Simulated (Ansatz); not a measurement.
# GaH− (doublet): the correlation ladder at distance Ga1–H2 = 1.355 Å, aug-cc-pVDZ

Aim: climb from Hartree-Fock through coupled cluster and multireference methods for GaH− (doublet) at one geometry and basis, and see what each rung misses.

Method: aug-cc-pVDZ, core rule «outside noble gas», up to 14 orbitals frozen; program: Ansatz 0.2.0, Gaussian basis.

Plan: UHF; CCSD(T) on ROHF; CCSD(T) on UHF; BCCD(T) on ROHF; CISD; CCSDT(Q) on ROHF; CCSDT(Q) on UHF; CASSCF and MRCISD+Q, 3 electrons in 3 orbitals; CASSCF and NEVPT2, 3 electrons in 3 orbitals; CASSCF and MRCISD+Q, 5 electrons in 5 orbitals; CASSCF and NEVPT2, 5 electrons in 5 orbitals; Full CI.

13 further runs of the same task are left out: 11 that didn't finish, 2 set aside as unsound or not needed.

## (1) The geometry

The geometry derives from a PBE0/def2-TZVPD stationary point (not a proven minimum). One bond is set to the value named and the two fragments are kept rigid. No spin-orbit coupling is included. The filled d shell of Ga may be among the frozen orbitals whatever the setting's name suggests; the logs give the count.

2 atoms, charge -1, spin multiplicity 2.

Atoms are counted from 1 here; the program's logs count them from 0.

Bond lengths: Ga1–H2 1.355 Å.

## (2) UHF

in.yaml

```yaml
crystal:
  periodic: [false, false, false]
  atoms:
    - {symbol: Ga, position_ang: [0.000000, 0.000000, 0.000000]}
    - {symbol: H, position_ang: [0.000000, 0.000000, 1.355000]}
basis:
  gaussian: {orbitals: aug-cc-pVDZ}
total_charge: -1
magnetization: {spin_polarized: true, initial_magnetization: 1}
hamiltonian: {xc: hf}
output: {orbitals: {seedname: orbitals}}
```

On the command line:

```sh
> ansatz run in.yaml --threads 1 --pin off --events-out ev --progress --plain --max-ram 2393MiB
```

Further steps of the session: CCSD(T) on ROHF; CCSD(T) on UHF; BCCD(T) on ROHF; CISD; CCSDT(Q) on ROHF; CCSDT(Q) on UHF; CASSCF and MRCISD+Q, 3 electrons in 3 orbitals; CASSCF and NEVPT2, 3 electrons in 3 orbitals; CASSCF and MRCISD+Q, 5 electrons in 5 orbitals; CASSCF and NEVPT2, 5 electrons in 5 orbitals; Full CI.

Q: Predict the results of all the runs planned. Wanted: FCI below the RHF energy; RMP2 from FCI; UMP2 from FCI; RCCSD from FCI; RCCSD(T) from FCI; UCCSD(T) from FCI; RCCSDT(Q) from FCI; UCCSDT(Q) from FCI; NEVPT2 pair from FCI.

As calculated:

| quantity | value |
| --- | --- |
| FCI below the RHF energy | -2.2924 eV |
| RMP2 from FCI | +629.9 meV |
| UMP2 from FCI | +632.3 meV |
| RCCSD from FCI | +74.6 meV |
| RCCSD(T) from FCI | +20.5 meV |
| UCCSD(T) from FCI | +19.3 meV |
| RCCSDT(Q) from FCI | +0.4 meV |
| UCCSDT(Q) from FCI | -0.5 meV |
| NEVPT2 pair from FCI | +581.7 meV |
| MRCISD+Q pair from FCI | -2.3 meV |
| NEVPT2 valence from FCI | +599.0 meV |
| levels within 1 kcal/mol (43 meV) | RCCSD(T), UCCSD(T), BCCD(T), RCCSDT, UCCSDT, RCCSDT(Q), UCCSDT(Q), MRCISD+Q pair, MRCISD+Q valence |
| T1 diagnostic | 0.031 |
| effectively unpaired electrons | 1.08 |

**Reading.** RCCSD(T) lands +20.5 meV from the yardstick (0.9 % of the correlation energy). MRCISD+Q pair, MRCISD+Q valence fall below full CI: the +Q correction isn't variational, and the cores differ from full CI's. One determinant dominates. Of the multireference levels listed MRCISD+Q pair comes nearest in total energy (-2.3 meV), which doesn't show that its space is the better one. Coupled cluster took another determinant than the lowest Hartree-Fock one. These misses are within one basis, not against nature; the frozen cores of restricted and unrestricted runs differ, which can shift their rows. The highest orbital lies above zero: the basis alone holds the extra electron.
